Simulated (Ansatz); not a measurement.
# C2H9GaO: one species, many methods

How much do the methods differ for C2H9GaO? The plan is to run it at one geometry with functionals of several rungs and with coupled cluster, and see how far each lands from CCSD(T) at the basis-set limit for the atomisation energy.

Program: Ansatz 0.2.0, Gaussian basis. Level of theory: functionals in def2-TZVPP, the program's frozen cores in correlated methods. These are calculated values, not measurements.

Levels to be run: LDA (SPW92), PBE-D4, revPBE-D4, BLYP-D4, r2SCAN-D4, B97M-V, PBE0-D4, B3LYP-D4, r2SCANh-D4, r2SCAN0-D4, HSE06-D4, BHLYP-D4, CAM-B3LYP-D4, LC-ωPBE, ωB97X-V, ωB97M-V, B2PLYP, PBE-QIDH; CCSD(T)/def2-SVP; CCSD(T)/def2-TZVPP; MP2/def2-QZVPP; extrapolation to the limit; RPA on PBE.

### 1 The geometry

All runs share one geometry, relaxed beforehand with PBE0-D4 in a triple-zeta def2 set.

SMILES `C[O+](C)[GaH3-]`, 13 atoms, charge 0, spin multiplicity 1.

Atoms are counted from 1 here; the program's logs count them from 0.

Bond lengths: C1–O2 1.419 Å, C1–H5 1.088 Å, C1–H6 1.094 Å, C1–H7 1.095 Å, O2–C3 1.419 Å, O2–Ga4 2.141 Å, C3–H8 1.094 Å, C3–H9 1.095 Å, C3–H10 1.088 Å, Ga4–H11 1.577 Å, Ga4–H12 1.577 Å, Ga4–H13 1.583 Å. Angles: O2–C1–H5 107.2°, O2–C1–H6 109.6°, O2–C1–H7 110.6°, H5–C1–H6 109.9°, H5–C1–H7 109.7°, H6–C1–H7 109.8°, C1–O2–C3 112.7°, C1–O2–Ga4 114.7°, C3–O2–Ga4 114.8°, O2–C3–H8 109.6°, O2–C3–H9 110.6°, O2–C3–H10 107.2°, H8–C3–H9 109.8°, H8–C3–H10 109.9°, H9–C3–H10 109.7°, O2–Ga4–H11 96.8°, O2–Ga4–H12 96.8°, O2–Ga4–H13 96.2° and more.

### 2 LDA

This LDA is Slater exchange with PW92 correlation.

in.yaml reads:

```yaml
crystal:
  periodic: [false, false, false]
  atoms:
    - {symbol: C, position_ang: [-0.127679, 1.208100, -0.820334]}
    - {symbol: O, position_ang: [-0.372667, 0.214585, 0.162865]}
    - {symbol: C, position_ang: [0.361677, 0.433063, 1.357339]}
    - {symbol: Ga, position_ang: [-0.323243, -1.797721, -0.565297]}
    - {symbol: H, position_ang: [-0.748912, 0.967934, -1.681010]}
    - {symbol: H, position_ang: [-0.401107, 2.190618, -0.425734]}
    - {symbol: H, position_ang: [0.927022, 1.206293, -1.114378]}
    - {symbol: H, position_ang: [0.094716, 1.405696, 1.779869]}
    - {symbol: H, position_ang: [1.437920, 0.397004, 1.159166]}
    - {symbol: H, position_ang: [0.089564, -0.360141, 2.050968]}
    - {symbol: H, position_ang: [-1.355284, -1.595673, -1.739840]}
    - {symbol: H, position_ang: [-0.780719, -2.491390, 0.774501]}
    - {symbol: H, position_ang: [1.219014, -1.813169, -0.923314]}
basis:
  gaussian: {orbitals: def2-TZVPP}
hamiltonian: {xc: lda}
output: {orbitals: {seedname: orbitals}}
```

The run is started by

```bash
$ ansatz run in.yaml --threads 4 --pin off --events-out ev --progress --plain --max-ram 10444MiB
```

Further steps of the session: PBE-D4 (GGA); revPBE-D4 (GGA); BLYP-D4 (GGA); r2SCAN-D4 (meta-GGA); B97M-V (meta-GGA); B3LYP-D4 (hybrid); r2SCANh-D4 (hybrid); r2SCAN0-D4 (hybrid); HSE06-D4 (hybrid); BHLYP-D4 (hybrid); CAM-B3LYP-D4 (range-separated); LC-ωPBE (range-separated); ωB97X-V (range-separated); ωB97M-V (range-separated); B2PLYP (double hybrid); PBE-QIDH (double hybrid); CCSD(T) in def2-SVP; CCSD(T) in def2-TZVPP; MP2 in def2-QZVPP; RPA on PBE orbitals.

Before running them: what should the planned runs give, taken together? Wanted: atomisation energy, CCSD(T)/CBS; farthest beyond LDA; mean size of error, GGA; mean size of error, meta-GGA; mean size of error, hybrid; mean size of error, range-separated; mean size of error, double hybrid; gap, smallest and largest; T1 diagnostic.

**Answer**, as computed:

| quantity | value |
| --- | --- |
| atomisation energy, CCSD(T)/CBS | 44.141 eV |
| functionals within 0.441 eV (1.0 %) | PBE-D4, r2SCAN-D4, B97M-V, PBE0-D4, B3LYP-D4, r2SCANh-D4, HSE06-D4, CAM-B3LYP-D4, LC-ωPBE, ωB97X-V, ωB97M-V |
| farthest beyond LDA | BHLYP-D4 (-1.139 eV) |
| mean size of error, GGA | 0.463 eV |
| mean size of error, meta-GGA | 0.076 eV |
| mean size of error, hybrid | 0.488 eV |
| mean size of error, range-separated | 0.151 eV |
| mean size of error, double hybrid | 0.572 eV |
| gap, smallest and largest | 5.36 eV (LDA (SPW92)), 12.57 eV (LC-ωPBE) |
| T1 diagnostic | 0.0118 |
| triples share of the correlation energy | 3.4 % |

In words: LDA overbinds by 5.786 eV (13 %). PBE-D4 is off by +0.113 eV. Double hybrids carry the basis error of their MP2 part in triple zeta, and no dispersion term here, so their miss is partly the set-up's. The rungs meta-GGA, range-separated miss on average by less than the doubt on the reference (0.441 eV), so they tie. Misses under about 0.441 eV are within the doubt on the reference itself, which lacks core-valence correlation, relativity and higher excitations, and its outer-core shells are covered unevenly. Hartree-Fock recovers 74 % of the binding; the rest is correlation. CCSD(T) in def2-SVP is off by -1.934 eV, which most functionals beat. Orbital gaps span 5.4 to 12.6 eV; exact exchange widens them. Correlated methods include outer-core shells of Ga, which these sets cover unevenly.
